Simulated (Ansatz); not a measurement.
**GaH₅N₂OSSi: taking an electron away**

An exercise on one series of results from a longer session: the logs are not shown, and one member is left open.

Program: Ansatz 0.2.0, Gaussian basis. Level of theory: unrestricted cation, the program's frozen cores in correlated methods. These are calculated values, not measurements.

Levels to be run: UKS PBE-D4/def2-TZVPP; UKS r2SCAN-D4/def2-TZVPP; UKS PBE0-D4/def2-TZVPP; UKS B3LYP-D4/def2-TZVPP; UKS wB97X-V/def2-TZVPP; UKS wB97M-V/def2-TZVPP; UKS B2PLYP/def2-TZVPP; UHF-CCSD(T)/def2-TZVPP; UHF-MP2/def2-QZVPP; extrapolation to the limit; then −ε(HOMO) from the neutral's earlier runs with LDA (SPW92), PBE-D4, revPBE-D4, BLYP-D4, r2SCAN-D4, B97M-V, PBE0-D4, B3LYP-D4, r2SCANh-D4, r2SCAN0-D4, HSE06-D4, BHLYP-D4, CAM-B3LYP-D4, LC-ωPBE, ωB97X-V, ωB97M-V.

### The relaxed structure

An earlier PBE0-D4 in a triple-zeta def2 set relaxation fixed the geometry.

SMILES `N[Si]1(O)[NH][GaH][S]1`, 11 atoms, charge 0, spin multiplicity 1.

Atoms are counted from 1 here; the program's logs count them from 0.

Bond lengths: N1–Si2 1.706 Å, N1–H7 1.007 Å, N1–H8 1.007 Å, Si2–O3 1.642 Å, Si2–N4 1.717 Å, Si2–S6 2.160 Å, O3–H9 0.959 Å, N4–Ga5 1.838 Å, N4–H10 1.006 Å, Ga5–S6 2.215 Å, Ga5–H11 1.542 Å. Angles: Si2–N1–H7 120.7°, Si2–N1–H8 120.1°, H7–N1–H8 111.9°, N1–Si2–O3 106.0°, N1–Si2–N4 122.1°, N1–Si2–S6 108.0°, O3–Si2–N4 108.3°, O3–Si2–S6 117.2°, N4–Si2–S6 95.8°, Si2–O3–H9 115.1°, Si2–N4–Ga5 97.9°, Si2–N4–H10 128.3°, Ga5–N4–H10 132.8°, N4–Ga5–S6 90.5°, N4–Ga5–H11 134.6°, S6–Ga5–H11 134.9°, Si2–S6–Ga5 75.6°.

Geometry (Å):

```
N    -0.3192   -1.6614    0.8456
Si    0.1255   -0.0695    0.4219
O     1.3650    0.3347    1.4198
N     0.5612    0.3600   -1.1819
Ga   -0.7754    1.5841   -1.4889
S    -1.6476    1.1613    0.5029
H     0.3808   -2.3740    0.9761
H    -1.1902   -2.0461    0.5194
H     1.2488    0.0807    2.3373
H     1.3991    0.1230   -1.6851
H    -1.1479    2.5072   -2.6672
```

The first run:

Contents of in.yaml:

```yaml
crystal:
  periodic: [false, false, false]
  atoms:
    - {symbol: N, position_ang: [-0.319240, -1.661436, 0.845629]}
    - {symbol: Si, position_ang: [0.125454, -0.069484, 0.421883]}
    - {symbol: O, position_ang: [1.365005, 0.334742, 1.419847]}
    - {symbol: N, position_ang: [0.561176, 0.360037, -1.181899]}
    - {symbol: Ga, position_ang: [-0.775378, 1.584077, -1.488888]}
    - {symbol: S, position_ang: [-1.647628, 1.161293, 0.502902]}
    - {symbol: H, position_ang: [0.380797, -2.373967, 0.976085]}
    - {symbol: H, position_ang: [-1.190230, -2.046142, 0.519388]}
    - {symbol: H, position_ang: [1.248777, 0.080704, 2.337273]}
    - {symbol: H, position_ang: [1.399139, 0.123015, -1.685052]}
    - {symbol: H, position_ang: [-1.147872, 2.507159, -2.667178]}
basis:
  gaussian: {orbitals: def2-TZVPP}
total_charge: 1
magnetization: {spin_polarized: true, initial_magnetization: 1}
hamiltonian: {xc: pbe, dispersion: d4}
```

Run with:

```bash
$ ansatz run in.yaml --threads 2 --pin off --events-out ev --progress --plain --max-ram 32768MiB --backend cuda --devices 0, --max-vram 18GiB
```

Among the steps run: Cation, UKS PBE-D4/def2-TZVPP; Cation, UKS r2SCAN-D4/def2-TZVPP; Cation, UKS PBE0-D4/def2-TZVPP; Cation, UKS B3LYP-D4/def2-TZVPP; Cation, UKS wB97X-V/def2-TZVPP; Cation, UKS wB97M-V/def2-TZVPP; Cation, UKS B2PLYP (frozen core)/def2-TZVPP; Cation, UHF-CCSD(T)/def2-TZVPP; Cation, UHF-MP2/def2-QZVPP.

One of the session's tables, all rows but one given; the rest of the session is left out.

Orbital estimates, from the neutral's runs:

| functional | −ε(HOMO) (eV) |
| --- | --- |
| LDA (SPW92) | 5.75 |
| PBE-D4 | ? |
| revPBE-D4 | 5.53 |
| BLYP-D4 | 5.43 |
| r2SCAN-D4 | 5.86 |
| B97M-V | 5.93 |
| PBE0-D4 | 6.82 |
| B3LYP-D4 | 6.57 |
| r2SCANh-D4 | 6.32 |
| r2SCAN0-D4 | 7.01 |
| HSE06-D4 | 6.42 |
| BHLYP-D4 | 7.91 |
| CAM-B3LYP-D4 | 8.12 |
| LC-ωPBE | 9.51 |
| ωB97X-V | 9.15 |
| ωB97M-V | 9.01 |

**Question.** Estimate the row for PBE-D4.

As computed: −ε(HOMO) (eV): 5.59. In the column «−ε(HOMO) (eV)» it lies between revPBE-D4 (5.53) and LDA (SPW92) (5.75).
